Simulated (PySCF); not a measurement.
# C5H6B: the cost of one run

Programs: PySCF 2.14.0, with density-fitted response routines of our own. Each step states its level of theory. These are calculated values for one molecule, in the gas phase or a continuum, unless marked as measured. Atoms count from 0, in the outputs and in this text.

### Step 1. The molecule as given

12 atoms, charge -1, multiplicity 1; geometry from: GFN2-xTB. The atoms were then displaced at random by about 0.01 Å, so the start is not that level's minimum.

Bonds of the start (Å): B0–C1 1.48, C1–C2 1.39, C2–C3 1.34, C3–C4 1.39, C4–C5 1.39, C5–B0 1.53, B0–H6 1.22, C1–H7 1.11, C2–H8 1.09, C3–H9 1.12, C4–H10 1.10, C5–H11 1.09.

### Step 2. Optimising the geometry at PBE0-D3(BJ)/def2-SVP

The job: settings as JSON, then the geometry in Å.

```
{"job": {"xc": "PBE0", "basis": "def2-SVP", "d3": "d3bj", "grid": 1, "shake": 0.01, "kind": "geom"}, "charge": -1, "multiplicity": 1}
B      1.035660     1.073890     0.036960
C      1.389760    -0.358020    -0.032860
C      0.398430    -1.330490    -0.069300
C     -0.902680    -1.011670    -0.038180
C     -1.361630     0.302880     0.013950
C     -0.468810     1.365380     0.055960
H      1.841610     1.982980     0.061150
H      2.447730    -0.708480    -0.060900
H      0.688410    -2.384460    -0.087580
H     -1.678580    -1.817430    -0.050400
H     -2.448670     0.491970     0.051670
H     -0.901540     2.365170     0.110480
```

On the command line:

```sh
> OMP_NUM_THREADS=1 python probes_run.py task.json out
```

This one command runs all jobs of the session in turn.

**Question.** How long does this first job take on 1 thread of Intel Xeon Platinum 8488C, shared host, and how much memory does it need?

About 30 s, with a peak of 0.48 GiB.
